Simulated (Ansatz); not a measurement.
This script drives the Python package of Ansatz (0.2.0).

`hfbe2.py`:
```python
"""Convex hull of a few Hf-Be phases, after relaxing atoms and volume at fixed cell shape."""

from collections import Counter
import csv
import warnings

import ansatz
from ase import Atoms
import numpy as np
from scipy.spatial import ConvexHull


def solve(name, crystal):
    calc = (
        crystal.calculation()
        .functional("pbesol")
        .basis(18 * ansatz.Ha)
        .kpoints(spacing=0.15)
        .occupations("fermi_dirac", width=0.1)
    )
    calc = calc.relax(force_tolerance=0.01, fix_cell=["shape"])
    return calc.run(threads=1)


def counts(outcome):
    return Counter(site.symbol for site in outcome.lattice.sites)

def formation_energy(outcome, mu):
    n = counts(outcome)
    return (outcome.report["energy_sigma0_ev"] - sum(k * mu[element] for element, k in n.items())) / sum(n.values())


def main() -> None:
    warnings.simplefilter("ignore")

    phases = {}
    atoms = Atoms(
        ["Hf", "Be", "Be"],
        scaled_positions=[
            (0.0, 0.0, 0.0),
            (1 / 3, 2 / 3, 0.5),
            (2 / 3, 1 / 3, 0.5),
        ],
        cell=[
            (3.779501, 0.0, 0.0),
            (-1.889751, 3.273144, 0.0),
            (0.0, 0.0, 3.169958),
        ],
        pbc=True,
    )
    hfbe2_p6_mmm = ansatz.Crystal.from_ase(atoms)
    phases["HfBe2 P6/mmm"] = hfbe2_p6_mmm
    atoms = Atoms(
        ["Hf", "Be", "Be", "Be", "Be", "Be"],
        scaled_positions=[
            (0.0, 0.0, 0.0),
            (1 / 3, 2 / 3, 0.0),
            (2 / 3, 1 / 3, 0.0),
            (0.5, 0.0, 0.5),
            (0.5, 0.5, 0.5),
            (0.0, 0.5, 0.5),
        ],
        cell=[
            (4.519402, 0.0, 0.0),
            (-2.259701, 3.913917, 0.0),
            (0.0, 0.0, 3.43969),
        ],
        pbc=True,
    )
    hfbe5_p6_mmm = ansatz.Crystal.from_ase(atoms)
    phases["HfBe5 P6/mmm"] = hfbe5_p6_mmm
    atoms = Atoms(
        ["Hf", "Hf"],
        scaled_positions=[
            (1 / 3, 2 / 3, 0.25),
            (2 / 3, 1 / 3, 0.75),
        ],
        cell=[
            (3.1967, 0.0, 0.0),
            (-1.59835, 2.768423, 0.0),
            (0.0, 0.0, 5.0578),
        ],
        pbc=True,
    )
    hf = ansatz.Crystal.from_ase(atoms)
    phases["Hf"] = hf
    be = (
        ansatz.Lattice.of((2.2853, 0.0, 0.0), (-1.14265, 1.979128, 0.0), (0.0, 0.0, 3.5842))
        .atom("Be", (1 / 3, 2 / 3, 0.25))
        .atom("Be", (2 / 3, 1 / 3, 0.75))
    )
    phases["Be"] = be

    done = {name: solve(name, crystal) for name, crystal in phases.items()}

    # energy of one atom in its reference phase
    references = {"Hf": "Hf", "Be": "Be"}
    mu = {element: done[name].report["energy_sigma0_ev"] / len(done[name].lattice.sites) for element, name in references.items()}
    points = sorted((counts(o)["Be"] / len(o.lattice.sites), formation_energy(o, mu), name) for name, o in done.items())

    xy = np.array([(x, e) for x, e, _ in points] + [(0.5, 10.0)])
    hull = sorted(tuple(xy[i]) for i in ConvexHull(xy).vertices if xy[i, 1] < 5)
    rows = [(name, x, e, e - np.interp(x, *zip(*hull))) for x, e, name in points]
    with open("hull.csv", "w", newline="") as handle:
        writer = csv.writer(handle)
        writer.writerow(["phase", "x(Be)", "E_form (eV/atom)", "above hull (eV/atom)"])
        writer.writerows([round(v, 4) if isinstance(v, float) else v for v in row] for row in rows)
    print(open("hull.csv").read())
    print("on the hull of these phases:", ", ".join(row[0] for row in rows if row[3] < 1e-6))


if __name__ == "__main__":
    main()
```

It is started by `python hfbe2.py`. Estimate its wall time and peak memory on 1 thread of Arm Neoverse V1, on a shared host.

It took about 2.2 min, with a peak of 0.6 GiB, for 4 runs of the engine.

Output of `python hfbe2.py`:
```text
phase,x(Be),E_form (eV/atom),above hull (eV/atom)
Hf,0.0,0.0,0.0
HfBe2 P6/mmm,0.6667,-0.1633,0.0196
HfBe5 P6/mmm,0.8333,-0.2286,0.0
Be,1.0,0.0,0.0

on the hull of these phases: Hf, HfBe5 P6/mmm, Be
```

What to keep in mind:
- Atoms and volume are relaxed with the cell's shape held, which in cells of lower than cubic symmetry can hide stresses and shift volumes.
- Spin-orbit coupling, which matters for elements this heavy, is left out.
- The cells come from databases of deposited and of computed structures, and not all need be stable phases.
- Differences under 10 to 15 meV an atom lie within the error of mesh and functional, so such verdicts may flip; only the cells listed enter the hull.
